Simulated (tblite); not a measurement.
# C8H11F: the cost of one run

Computed with tblite 0.8.0 and PySCF 2.14.0, with density-fitted response routines of our own, on a single molecule in the gas phase. Atoms are numbered from 0 throughout.

## Step 1: The starting structure

20 atoms, charge 0, multiplicity 1; geometry from: force field or distance geometry start.

Bonds of the start (Å): C0–C1 1.33, C1–C2 1.48, C2–C3 1.33, C2–C4 1.46, C4–C5 1.35, C4–C6 1.51, C6–C7 1.52, C7–F8 1.36, C0–H9 1.07, C0–H10 1.10, C1–H11 1.10, C3–H12 1.10, C3–H13 1.10, C5–H14 1.08, C5–H15 1.08, C6–H16 1.10, C6–H17 1.09, C7–H18 1.10, C7–H19 1.09.

## Step 2: Relaxing the molecule with GFN2-xTB

Job settings and geometry (Å):

```
{"job": {"kind": "relax", "xc": "GFN2-xTB", "basis": "xTB"}, "charge": 0, "multiplicity": 1}
C     -1.918600     0.255900    -1.527300
C     -1.790500    -0.657500    -0.573200
C     -0.549700    -0.928400     0.189900
C     -0.629700    -1.749800     1.233100
C      0.760100    -0.402600    -0.172600
C      1.383500    -0.837700    -1.288400
C      1.390400     0.618300     0.744100
C      0.632700     1.935600     0.808700
F      1.324000     2.797700     1.593100
H     -1.118000     0.901000    -1.839200
H     -2.883900     0.382200    -2.031200
H     -2.659500    -1.268800    -0.307100
H     -1.568000    -2.206200     1.573100
H      0.257300    -2.025000     1.814200
H      0.932000    -1.569100    -1.936800
H      2.368100    -0.469100    -1.553500
H      1.480500     0.208000     1.764400
H      2.419700     0.825400     0.439400
H     -0.370100     1.814100     1.246300
H      0.534300     2.386700    -0.180100
```

Run with:

```sh
$ OMP_NUM_THREADS=1 python probes_run.py task.json out
```

The driver reads the jobs from task.json and runs them one after another.

Q: Estimate the wall time and peak memory of this first job on 1 thread of Intel Xeon at 2.50GHz, shared host.

About 1.4 s, with a peak of 0.18 GiB.
